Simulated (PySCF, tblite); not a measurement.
# C₅H₆BCl₃: geometry, infrared bands and NMR shifts

What infrared bands and NMR shifts should C₅H₆BCl₃ (`Cl/C=C1/CC[C@@H]1B(Cl)Cl`) show?

Computed with tblite 0.8.0 and PySCF 2.14.0, with density-fitted response routines of our own, on a single molecule in the gas phase. Atoms are numbered from 0 throughout.

### Step 1. The molecule as given

15 atoms, charge 0, multiplicity 1; geometry from: force field or distance geometry start.

Bonds of the start (Å): Cl0–C1 1.77, C1–C2 1.34, C2–C3 1.52, C3–C4 1.55, C4–C5 1.52, C5–B6 1.59, B6–Cl7 1.84, B6–Cl8 1.85, C5–C2 1.49, C1–H9 1.07, C3–H10 1.08, C3–H11 1.10, C4–H12 1.09, C4–H13 1.09, C5–H14 1.10.

### Step 2. Optimising the geometry with GFN2-xTB

What the job is given:

```
{"job": {"kind": "relax", "xc": "GFN2-xTB", "basis": "xTB"}, "charge": 0, "multiplicity": 1}
Cl    -1.315100    -2.920200     0.567300
C     -1.477500    -1.444200    -0.398600
C     -0.664800    -0.406500    -0.179300
C     -0.489500     0.981000    -0.769400
C     -0.165100     1.345500     0.700300
C      0.456100    -0.043800     0.729900
B      1.804900    -0.175400    -0.100400
Cl     1.797400    -1.308600    -1.549100
Cl     3.382100    -0.083500     0.861600
H     -2.231600    -1.393200    -1.156500
H     -1.382500     1.441700    -1.172700
H      0.425000     1.012800    -1.381400
H      0.503700     2.195200     0.837900
H     -1.093400     1.334200     1.265100
H      0.445900    -0.527100     1.723300
```

Command:

```sh
OMP_NUM_THREADS=1 python probes_run.py task.json out
```

One launch serves the whole session: the jobs run in the order shown.

**Question.** This job is followed by: GFN2-xTB harmonic vibrations, gas phase; GIAO PBE0/pcSseg-1 NMR shielding, non-relativistic, gas phase. What will the session give for the following? strongest single infrared mode (GFN2-xTB); zero-point energy (GFN2-xTB); ¹³C shifts against TMS (PBE0/pcSseg-1); ¹H shifts against TMS (PBE0/pcSseg-1); ³⁵Cl shifts against HCl (PBE0/pcSseg-1, means over atoms taken as alike); ¹¹B shifts against BF3·OEt2 (PBE0/pcSseg-1).

The runs gave:

| quantity | value |
| --- | --- |
| strongest single infrared mode (GFN2-xTB) | 749 cm⁻¹, 69 km/mol |
| zero-point energy (GFN2-xTB) | 62.9 kcal/mol |
| ¹³C shifts against TMS (PBE0/pcSseg-1) | 152.3, 123.4, 44.6, 29.0, 19.8 ppm |
| ¹H shifts against TMS (PBE0/pcSseg-1) | 5.87, 3.39, 2.98, 2.88, 2.15, 2.12 ppm |
| ³⁵Cl shifts against HCl (PBE0/pcSseg-1, means over atoms taken as alike) | 273, 192 ppm |
| ¹¹B shifts against BF3·OEt2 (PBE0/pcSseg-1) | 62.1 ppm |

Over 119 steps the energy fell by 1.344 eV; of the close pairs, B6–Cl8 changed most, 1.850 to 1.716 Å. All 39 modes are real, so the xTB geometry is a minimum. The strongest single mode, at 749 cm⁻¹, is spread over many atoms; the largest shares are those of B6, H9. GFN2-xTB is a fitted tight-binding method: band positions and strengths are rough. Its intensities can rank the bands wrongly. The most deshielded hydrogen is H9 (hydrogen on an alkene CH), at 5.87 ppm: attached to an sp2 carbon and in the plane of the double bond. At PBE0/pcSseg-1: The largest span, 525 ppm, is at Cl7, Cl8, where the paramagnetic term is -470 ppm.
